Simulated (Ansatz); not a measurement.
# Br− with H₂O₂: superposition error and deformation, part 2 of 2

Ansatz 0.2.0, Gaussian basis. Earlier steps stand in the parts before.

## (11) B3LYP-D4/def2-TZVPPD

free-b/in.yaml reads:

```yaml
crystal:
  periodic: [false, false, false]
  atoms:
    - {symbol: O, position_ang: [-0.717687, -0.383750, 0.681410]}
    - {symbol: O, position_ang: [0.680845, -0.135386, 0.803481]}
    - {symbol: H, position_ang: [-1.039602, 0.490222, 0.429419]}
    - {symbol: H, position_ang: [1.027292, -0.666096, 0.075969]}
basis:
  gaussian: {orbitals: "def2-TZVPPD.json"}
hamiltonian: {xc: {name: B3LYP}, dispersion: d4}
```

Launch:

```
> ansatz run in.yaml --threads 2 --pin off --events-out ev --progress --plain --max-ram 5222MiB
```

Output:

```text
Functional definition: B3LYP
  name "B3LYP"
  cite "Stephens, Devlin, Chabalowski & Frisch, J. Phys. Chem. 98, 11623 (1994) doi:10.1021/j100096a001"
  cite "Becke, Phys. Rev. A 38, 3098 (1988) doi:10.1103/PhysRevA.38.3098"
  cite "Lee, Yang & Parr, Phys. Rev. B 37, 785 (1988) doi:10.1103/PhysRevB.37.785"
  cite "Vosko, Wilk & Nusair, Can. J. Phys. 58, 1200 (1980) doi:10.1139/p80-159"
  parameter a0 = 0.2
  parameter ax = 0.72
  parameter ac = 0.81
  exchange = (1 - a0 - ax)*slater_x + ax*b88_x + a0*exact_x
  correlation = (1 - ac)*vwn_rpa_c + ac*lyp_c
486 factors; their error is unknown
mean field evaluation 1: about -4122.9809 eV, gradient 4.2e1 eV
mean field evaluation 2: about -4120.0612 eV, gradient 5.9e1 eV
mean field evaluation 4: about -4125.8765 eV, gradient 4.8e-1 eV
mean field evaluation 8: about -4125.8814 eV, gradient 2.5e-3 eV
mean field -4125.88138642 eV, -151.6233443282 hartree, gradient 1.2e-5 eV, S^2 0.000000; 0 other end points of the search recorded, 0 dependent functions left out
reference -4125.88160645 eV, -151.6233524141 hartree; 9, 9 occupied and 105, 105 virtual orbitals, 486 factors
Total energy: -4125.91082838 eV, -151.6244263000 hartree
```

It took 0.8 s on 2 threads of Arm Neoverse V1, shared host.

## (12) wB97X-V/def2-TZVPPD

Changes to free-b/in.yaml since step 11:

```diff
@@ -9,2 +9,2 @@
   gaussian: {orbitals: "def2-TZVPPD.json"}
-hamiltonian: {xc: {name: B3LYP}, dispersion: d4}
+hamiltonian: {xc: {name: wB97X-V}}
```

Launch:

```
> ansatz run in.yaml --threads 2 --pin off --events-out ev --progress --plain --max-ram 5222MiB
```

Output (excerpt; [...] marks lines left out):

```text
[... 5 set-up lines as earlier in the session ...]
[...]
      + integral(e_c_pw_opposite_spin*poly(b97_u_opposite, cos0, cos1)) + vv10(b, c)
486 factors; their error is unknown
156 factors; integrals over basis functions are off by at most 2.5e-5 eV
[...]
mean field -4124.33737536 eV, -151.5666029680 hartree, gradient 3.9e-5 eV, S^2 0.000000; 0 other end points of the search recorded, 0 dependent functions left out
reference -4124.33737298 eV, -151.5666028809 hartree; 9, 9 occupied and 105, 105 virtual orbitals, 486 factors
Total energy: -4124.33737298 eV, -151.5666028809 hartree
```

It took 1.9 s on 2 threads of Arm Neoverse V1, shared host.

## (13) wB97M-V/def2-TZVPPD

Changes to free-b/in.yaml since step 12:

```diff
@@ -9,2 +9,2 @@
   gaussian: {orbitals: "def2-TZVPPD.json"}
-hamiltonian: {xc: {name: wB97X-V}}
+hamiltonian: {xc: {name: wB97M-V}}
```

Launch:

```
> ansatz run in.yaml --threads 2 --pin off --events-out ev --progress --plain --max-ram 5222MiB
```

Output (excerpt; [...] marks lines left out):

```text
[... 5 set-up lines as earlier in the session ...]
  # Of w^i u^j: cxij and so on, Table III.
[...]
  gx(w, u) = 1 - cx + cx01*u + cx10*w
  gss(w, u) = css00 + css04*u^4 + css10*w + css20*w^2 + css43*w^4*u^3
  gos(w, u) = cos00 + cos10*w + (cos20 + cos21*u)*w^2 + (cos60 + cos61*u)*w^6
[...]
      + integral(e_c_pw_mod_opposite_spin*gos(b97_w_opposite, b97_u_opposite)) + vv10(b, c)
486 factors; their error is unknown
156 factors; integrals over basis functions are off by at most 2.5e-5 eV
[...]
mean field -4124.53109753 eV, -151.5737221265 hartree, gradient 4.2e-5 eV, S^2 0.000000; 0 other end points of the search recorded, 0 dependent functions left out
reference -4124.53115567 eV, -151.5737242634 hartree; 9, 9 occupied and 105, 105 virtual orbitals, 486 factors
Total energy: -4124.53115567 eV, -151.5737242634 hartree
```

Run time: 2 s. Hardware: 2 threads of Arm Neoverse V1, shared host.

## (14) B2PLYP/def2-TZVPPD

Changes to free-b/in.yaml since step 13:

```diff
@@ -9,2 +9,2 @@
   gaussian: {orbitals: "def2-TZVPPD.json"}
-hamiltonian: {xc: {name: wB97M-V}}
+hamiltonian: {xc: {name: B2PLYP}}
```

Launch:

```
> ansatz run in.yaml --threads 2 --pin off --events-out ev --progress --plain --max-ram 5222MiB
```

Output (excerpt; [...] marks lines left out):

```text
[... 5 set-up lines as earlier in the session ...]
[...]
681 factors; integrals over basis functions are off by at most 6.6e-4 eV
[...]
mean field -4118.77699924 eV, -151.3622629149 hartree, gradient 4.4e-6 eV, S^2 0.000000; 0 other end points of the search recorded, 0 dependent functions left out
2 core orbitals not correlated: weight in the atoms' cores, before any rotation towards them, 1.000 or more for the frozen orbitals, at most 0.000 for the correlated occupied ones
reference -4118.77713503 eV, -151.3622679048 hartree; 7, 7 occupied and 105, 105 virtual orbitals, 681 factors
second order -16.27167453 eV of doubles, -0.00000000 eV of singles
Total energy: -4123.17048715 eV, -151.5237206174 hartree
```

Run time: 1.2 s. Hardware: 2 threads of Arm Neoverse V1, shared host.

## (15) BLYP-D4/def2-TZVPPD

Changes to free-b/in.yaml since step 14:

```diff
@@ -9,2 +9,2 @@
   gaussian: {orbitals: "def2-TZVPPD.json"}
-hamiltonian: {xc: {name: B2PLYP}}
+hamiltonian: {xc: {name: BLYP}, dispersion: d4}
```

Launch:

```
> ansatz run in.yaml --threads 2 --pin off --events-out ev --progress --plain --max-ram 5222MiB
```

Output (excerpt; [...] marks lines left out):

```text
Functional definition: BLYP
  name "BLYP"
[... 2 set-up lines as earlier in the session ...]
  parameter beta = 0.0042
  parameter a = 0.04918
  parameter b = 0.132
  parameter c = 0.2533
  parameter d = 0.349
  exchange = b88_x(beta = beta)
  correlation = lyp_c(a = a, b = b, c = c, d = d)
486 factors; their error is unknown
mean field evaluation 1: about -4121.1869 eV, gradient 5.1e1 eV
mean field evaluation 2: about -4108.5139 eV, gradient 9.8e1 eV
mean field evaluation 4: about -4125.4043 eV, gradient 1.8e0 eV
mean field evaluation 8: about -4125.3985 eV, gradient 2.4e-2 eV
mean field -4125.39845965 eV, -151.6055970967 hartree, gradient 7.9e-5 eV, S^2 0.000000; 0 other end points of the search recorded, 0 dependent functions left out
reference -4125.39875218 eV, -151.6056078467 hartree; 9, 9 occupied and 105, 105 virtual orbitals, 486 factors
Total energy: -4125.44254386 eV, -151.6072171614 hartree
```

It took 0.65 s on 2 threads of Arm Neoverse V1, shared host.

## (16) revPBE-D4/def2-TZVPPD

Changes to free-b/in.yaml since step 15:

```diff
@@ -9,2 +9,2 @@
   gaussian: {orbitals: "def2-TZVPPD.json"}
-hamiltonian: {xc: {name: BLYP}, dispersion: d4}
+hamiltonian: {xc: {name: revPBE}, dispersion: d4}
```

Launch:

```
> ansatz run in.yaml --threads 2 --pin off --events-out ev --progress --plain --max-ram 5222MiB
```

Output (excerpt; [...] marks lines left out):

```text
Functional definition: revPBE
  name "revPBE"
  cite "Zhang & Yang, Phys. Rev. Lett. 80, 890 (1998) doi:10.1103/PhysRevLett.80.890"
[... 1 set-up line as earlier in the session ...]
  parameter kappa = 1.245
[... 3 set-up lines as earlier in the session ...]
486 factors; their error is unknown
mean field evaluation 1: about -4121.1445 eV, gradient 4.7e1 eV
mean field evaluation 2: about -4112.0988 eV, gradient 8.4e1 eV
mean field evaluation 4: about -4124.7290 eV, gradient 1.4e0 eV
mean field evaluation 8: about -4124.7217 eV, gradient 2.4e-2 eV
mean field evaluation 16: about -4124.7217 eV, gradient 1.1e-5 eV
mean field -4124.72167244 eV, -151.5807256254 hartree, gradient 1.1e-5 eV, S^2 0.000000; 0 other end points of the search recorded, 0 dependent functions left out
reference -4124.72173250 eV, -151.5807278327 hartree; 9, 9 occupied and 105, 105 virtual orbitals, 486 factors
Total energy: -4124.80351401 eV, -151.5837332477 hartree
```

It took 0.6 s on 2 threads of Arm Neoverse V1, shared host.

## (17) B97M-V/def2-TZVPPD

Changes to free-b/in.yaml since step 16:

```diff
@@ -9,2 +9,2 @@
   gaussian: {orbitals: "def2-TZVPPD.json"}
-hamiltonian: {xc: {name: revPBE}, dispersion: d4}
+hamiltonian: {xc: {name: B97M-V}}
```

Launch:

```
> ansatz run in.yaml --threads 2 --pin off --events-out ev --progress --plain --max-ram 5222MiB
```

Output (excerpt; [...] marks lines left out):

```text
[... 5 set-up lines as earlier in the session ...]
  # Of w^i u^j: cxij and so on, Table III.
[...]
  gx(w, u) = cx00 + cx01*u + cx02*u^2 + (cx10 + cx11*u)*w
  gss(w, u) = css00 + css02*u^2 + css10*w + (css32*w^3 + css42*w^4)*u^2
  gos(w, u) = cos00 + cos01*u + cos03*u^3 + cos10*w + cos32*w^3*u^2
[...]
      + integral(e_c_pw_mod_opposite_spin*gos(b97_w_opposite, b97_u_opposite)) + vv10(b, c)
486 factors; their error is unknown
[...]
mean field -4124.44055543 eV, -151.5703947658 hartree, gradient 7.7e-5 eV, S^2 0.000000; 0 other end points of the search recorded, 0 dependent functions left out
reference -4124.44062596 eV, -151.5703973576 hartree; 9, 9 occupied and 105, 105 virtual orbitals, 486 factors
Total energy: -4124.44062596 eV, -151.5703973576 hartree
```

Run time: 2 s. Hardware: 2 threads of Arm Neoverse V1, shared host.

## (18) HSE06-D4/def2-TZVPPD

Changes to free-b/in.yaml since step 17:

```diff
@@ -9,2 +9,2 @@
   gaussian: {orbitals: "def2-TZVPPD.json"}
-hamiltonian: {xc: {name: B97M-V}}
+hamiltonian: {xc: hse06, dispersion: d4}
```

Launch:

```
> ansatz run in.yaml --threads 2 --pin off --events-out ev --progress --plain --max-ram 5222MiB
```

Output (excerpt; [...] marks lines left out):

```text
Functional definition: HSE06
  name "HSE06"
  cite "Heyd, Scuseria & Ernzerhof, J. Chem. Phys. 118, 8207 (2003) doi:10.1063/1.1564060"
  cite "Krukau, Vydrov, Izmaylov & Scuseria, J. Chem. Phys. 125, 224106 (2006) doi:10.1063/1.2404663"
  cite "Heyd & Scuseria, J. Chem. Phys. 120, 7274 (2004) doi:10.1063/1.1668634"
  cite "Ernzerhof & Perdew, J. Chem. Phys. 109, 3313 (1998) doi:10.1063/1.476928"
[... 2 set-up lines as earlier in the session ...]
[...]
  # The whole range is PBE's own exchange, as in plane waves. The composition of these papers is wPBEh.
[...]
486 factors; their error is unknown
47 factors; integrals over basis functions are off by at most 1.1e-5 eV
[...]
mean field -4121.26424855 eV, -151.4536676408 hartree, gradient 6.7e-6 eV, S^2 0.000000; 0 other end points of the search recorded, 0 dependent functions left out
reference -4121.26429725 eV, -151.4536694305 hartree; 9, 9 occupied and 105, 105 virtual orbitals, 486 factors
Total energy: -4121.27760464 eV, -151.4541584681 hartree
```

Wall time 0.8 s (2 threads of Arm Neoverse V1, shared host).

## (19) CCSD(T)/def2-TZVPPD

Changes to free-b/in.yaml since step 18:

```diff
@@ -9,2 +9,2 @@
   gaussian: {orbitals: "def2-TZVPPD.json"}
-hamiltonian: {xc: hse06, dispersion: d4}
+correlation: {method: ccsd_t}
```

Launch:

```
> ansatz run in.yaml --threads 2 --pin off --events-out ev --progress --plain --max-ram 5222MiB
```

Output (excerpt; [...] marks lines left out):

```text
[... 4 set-up lines as earlier in the session ...]
[...]
681 factors; integrals over basis functions are off by at most 6.6e-4 eV
[...]
mean field -4104.75131931 eV, -150.8468286844 hartree, gradient 1.7e-6 eV, S^2 0.000000; 0 other end points of the search recorded, 0 dependent functions left out
2 core orbitals not correlated: weight in the atoms' cores, before any rotation towards them, 1.000 or more for the frozen orbitals, at most 0.000 for the correlated occupied ones
reference -4104.75131931 eV, -150.8468286844 hartree; 7, 7 occupied and 105, 105 virtual orbitals, 681 factors
second order -13.50788701 eV of doubles, -0.00000000 eV of singles
cycle   1  -13.32045511 eV  change    1.9e-1 eV  update   7.3e-2
[...]
cycle  12  -13.72020707 eV  change    1.5e-6 eV  update   2.7e-6
perturbative correction -0.50520637 eV, -0.0185659917 hartree
Total energy: -4118.97673275 eV, -151.3696029860 hartree
```

Wall time 2.3 s (2 threads of Arm Neoverse V1, shared host).

## (20) The split

```
      method  interaction with counterpoise (meV)  without  superposition error  deformation  binding energy
      PBE-D4                                -1307    -1314                    8          356            -950
   revPBE-D4                                -1244    -1251                    7          350            -893
     BLYP-D4                                -1237    -1245                    8          351            -885
   r2SCAN-D4                                -1296    -1303                    6          379            -917
      B97M-V                                -1223    -1234                   11          387            -836
     PBE0-D4                                -1298    -1305                    7          395            -903
    B3LYP-D4                                -1255    -1262                    7          385            -870
    HSE06-D4                                -1297    -1303                    7          394            -903
     wB97X-V                                -1253    -1260                    7          391            -862
     wB97M-V                                -1250    -1256                    6          388            -862
      B2PLYP                                -1203    -1232                   29          383            -820
Hartree-Fock                                -1021    -1026                    5          470            -550
         MP2                                -1225    -1304                   79          379            -847
        CCSD                                -1159    -1231                   72          390            -769
     CCSD(T)                                -1191    -1272                   82          374            -817
```

## (21) What came out

What follows sums up all 2 parts.

| quantity | value |
| --- | --- |
| interaction, CCSD(T) | -1191 meV |
| superposition error | 82 meV |
| deformation | 374 meV |
| binding energy | -817 meV |

In words: In this basis the superposition error is 82 meV for CCSD(T) and 7 meV on average for the plain functionals: correlated methods borrow far more, since they need many more functions to converge. Deformation takes back 31 % of the interaction.
